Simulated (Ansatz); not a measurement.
# ClF₂GeH₃Si: how energies converge with the basis set

Aim: see how fast density functionals converge with the basis set for ClF₂GeH₃Si.

Computed with Ansatz 0.2.0, Gaussian basis. Level: one geometry, several basis sets.

The runs, in order: PBE0-D4/def2-SVP; ωB97M-V/def2-SVP; PBE0-D4/def2-QZVPP; ωB97M-V/def2-QZVPP; the functionals' def2-TZVPP values are taken from earlier runs.

## (1) The relaxed structure

All runs share one geometry, relaxed beforehand with PBE0-D4 in a triple-zeta def2 set.

SMILES `[F][Ge]([F])([SiH3])[Cl]`, 8 atoms, charge 0, spin multiplicity 1.

Atoms are counted from 1 here; the program's logs count them from 0.

Bond lengths: F1–Ge2 1.724 Å, Ge2–F3 1.724 Å, Ge2–Si4 2.383 Å, Ge2–Cl5 2.129 Å, Si4–H6 1.481 Å, Si4–H7 1.481 Å, Si4–H8 1.481 Å. Angles: F1–Ge2–F3 103.8°, F1–Ge2–Si4 112.3°, F1–Ge2–Cl5 106.2°, F3–Ge2–Si4 112.3°, F3–Ge2–Cl5 106.2°, Si4–Ge2–Cl5 115.2°, Ge2–Si4–H6 106.9°, Ge2–Si4–H7 107.6°, Ge2–Si4–H8 106.9°, H6–Si4–H7 111.8°, H6–Si4–H8 111.5°, H7–Si4–H8 111.8°.

## (2) PBE0-D4 in def2-SVP

Input file in.yaml:

```yaml
crystal:
  periodic: [false, false, false]
  atoms:
    - {symbol: F, position_ang: [1.561806, -0.565033, 1.692442]}
    - {symbol: Ge, position_ang: [1.073519, 0.071809, 0.166075]}
    - {symbol: F, position_ang: [2.014800, -0.818991, -0.971578]}
    - {symbol: Si, position_ang: [-1.266516, -0.174361, -0.208346]}
    - {symbol: Cl, position_ang: [1.796393, 2.073661, 0.098155]}
    - {symbol: H, position_ang: [-1.955962, 0.599621, 0.849136]}
    - {symbol: H, position_ang: [-1.584356, -1.618368, -0.127129]}
    - {symbol: H, position_ang: [-1.547683, 0.374562, -1.554556]}
basis:
  gaussian: {orbitals: def2-SVP}
hamiltonian: {xc: pbe0, dispersion: d4}
output: {orbitals: {seedname: orbitals}}
```

After this run come: ωB97M-V in def2-SVP; PBE0-D4 in def2-QZVPP; ωB97M-V in def2-QZVPP.

**Question.** What will the summary of the whole plan be? Wanted: PBE0-D4: double and triple zeta above quadruple; ωB97M-V: double and triple zeta above quadruple.

The runs gave:

| quantity | value |
| --- | --- |
| PBE0-D4: double and triple zeta above quadruple | 23.39, 2.18 eV |
| ωB97M-V: double and triple zeta above quadruple | 23.39, 2.09 eV |

**Reading.** PBE0-D4 gains 21.22 eV from double to triple zeta, then 2.18 eV more. These are total energies; as a rule much of such shifts cancels in differences, which this series doesn't test. The LUMO of ωB97M-V is positive and keeps falling with the basis (1.24 to 0.63 eV): an unbound level that the basis holds in place.
